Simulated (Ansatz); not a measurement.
# Sn3Te2O: the cost of one run

Method: DFT PBE, scalar-relativistic, plane waves, PAW, in Ansatz 0.2.0.

2 further runs of the same task are left out: 1 that didn't finish, 1 set aside as unsound or not needed.

### Step 1. Starting point

It takes space group R-3m (No. 166, trigonal). Conventional cell: a = 6.278 Å, b = 6.278 Å, c = 15.614 Å, α = 90.00°, β = 90.00°, γ = 120.00°. Sn (site symmetry 2/m) is surrounded by 4 Sn at 3.14 Å and 2 O at 3.17 Å and 6 Te at 3.68 to 3.76 Å. Te (site symmetry 3m) is surrounded by 9 Sn at 3.68 to 3.76 Å and 3 O at 3.69 Å. Around O (site symmetry -3m) lie 6 Sn at 3.17 Å.

Structure file:

```cif
data_structure
_symmetry_space_group_name_H-M 'R-3m:H'
_symmetry_Int_Tables_number 166
_cell_length_a 6.2784
_cell_length_b 6.2784
_cell_length_c 15.6145
_cell_angle_alpha 90.000
_cell_angle_beta 90.000
_cell_angle_gamma 120.000
_cell_volume 533.04
loop_
_atom_site_label
_atom_site_type_symbol
_atom_site_symmetry_multiplicity
_atom_site_Wyckoff_symbol
_atom_site_fract_x
_atom_site_fract_y
_atom_site_fract_z
_atom_site_occupancy
Sn1 Sn 9 e 0.00000 0.50000 0.00000 1
Te1 Te 6 c 0.66667 0.33333 0.21076 1
O1 O 3 b 0.33333 0.66667 0.16667 1
```

Recipe of the guess: species swapped into a database cell of Li2ZnCu3 (R-3m, No. 166), with Te on the Li sites, O on the Zn sites and Sn on the Cu sites. Its size is a rough estimate.

### Step 2. A first look at the guess

Contents of input.yaml:

```yaml
crystal:
  lattice:
    - [3.13920182, 1.81241901, 5.20482703]
    - [-3.13920182, 1.81241901, 5.20482703]
    - [0.0, -3.62483803, 5.20482703]
  atoms:
    - { symbol: Sn, position: [0.0, 0.5, 0.5] }
    - { symbol: Sn, position: [0.5, 0.0, 0.5] }
    - { symbol: Sn, position: [0.5, 0.5, 0.0] }
    - { symbol: Te, position: [0.87742203, 0.87742203, 0.87742203] }
    - { symbol: Te, position: [0.12257797, 0.12257797, 0.12257797] }
    - { symbol: O, position: [0.5, 0.5, 0.5] }
basis:
  ecutwfc: 420
kpoints:
  mp_grid: { grid: [3, 3, 3] }
hamiltonian:
  xc: pbe
scf:
  occupations: { method: gaussian, width: 0.1 }
  lower_state_search: "off"
output:
  forces: true
  stress: true
  eigenvalues: true
```

Command:

```console
$ ansatz run input.yaml --threads 1 --pin off --max-ram 2560MiB --backend cpu --events-out ev --progress --plain --runs-dir out
```

Q: Estimate wall time and peak memory on 1 thread of Intel Xeon at 2.50GHz (Skylake/Cascade Lake), shared host.

About 6.2 s, with a peak of 0.47 GiB.
